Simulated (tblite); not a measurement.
# CHF2NSe: the cost of one run

Programs: tblite 0.8.0 and PySCF 2.14.0. All values are calculated, for the isolated system unless a continuum is named. Atoms count from 0, parts from 1.

## Step 1: Starting point

6 atoms, charge 0, multiplicity 1; geometry: rigid parts in contact. Parts: 1 = atoms 0–2, `F[Se]F`, charge 0; 2 = atoms 3–5, `C#N`, charge 0.

## Step 2: Docking the parts with GFN2-xTB

Job settings and geometry (Å):

```
{"job": {"kind": "dock", "xc": "GFN2-xTB", "basis": "xTB"}, "charge": 0, "multiplicity": 1, "parts": [{"atoms": "0-2", "charge": 0, "multiplicity": 1}, {"atoms": "3-5", "charge": 0, "multiplicity": 1}]}
F     -0.167202    -1.140978     0.756705
Se    -0.571170    -0.009670    -0.574227
F      0.738372     1.150648    -0.182478
C     -3.089341    -1.982032    -0.568856
N     -2.607437    -1.806455    -1.584341
H     -3.537690    -2.145331     0.375881
```

Method: GFN2-xTB search for minima from random contacts, gas phase.

Command:

```sh
OMP_NUM_THREADS=1 python cluster_run.py task.json out
```

The driver reads the jobs from task.json and runs them one after another.

**Question.** How long does this first job take on 1 thread of Intel Xeon 6975P-C, shared host?

About 1.1 s.
